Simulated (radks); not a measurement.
# Valence configurations of Be⁺

NIST gives [He] 2s1 as the ground configuration of Be⁺. Does this level of theory agree? Several fillings of the valence shells are run.

The numbers are computed with radks (a radial shooting solver on a logarithmic mesh, Libxc functionals) version 1 (non-relativistic Kohn-Sham, PBE, spin-unpolarised, spherical densities, point nucleus), except any that are marked as measured or tabulated.

## Step 1: Starting point

```
element       : beryllium (Z = 4)
charge        : +1
electrons     : 3
configuration : [He] 2s1
others tried  : 2s0.5 2p0.5; 2p1
```

Outer shells as boxes (Hund's rule):

Be⁺
```
[He] core
2s [↑ ]
```

## Step 2: [He] 2s1

Settings of this run:

```text
Z 4
configuration [He] 2s1
relativity non-relativistic
functional pbe,pbe
spin unpolarised
nucleus point
```

## Step 3: [He] 2s0.5 2p0.5

Settings of this run:

```text
Z 4
configuration [He] 2s0.5 2p0.5
relativity non-relativistic
functional pbe,pbe
spin unpolarised
nucleus point
```

## Step 4: [He] 2p1

Settings of this run:

```text
Z 4
configuration [He] 2p1
relativity non-relativistic
functional pbe,pbe
spin unpolarised
nucleus point
```

Before running it: what results should come out? Wanted: for each run, valence; E − E(NIST configuration); highest level; its energy; 1s shift.

**Answer**, as computed:

```csv
valence,E − E(NIST configuration) (eV),highest level,its energy (eV),1s shift (eV)
2s1,0.000,2s,-13.698,+0.00
2s0.5 2p0.5,1.957,2p,-9.817,-0.26
2p1,3.907,2p,-9.855,-0.52
```

In words: Theory agrees with NIST among these: the next, 2s0.5 2p0.5, lies 1.957 eV higher. The energies are those of spherical spin-averaged densities, not of single terms. The 1s eigenvalue shifts by up to 0.52 eV as the valence charge is rearranged.
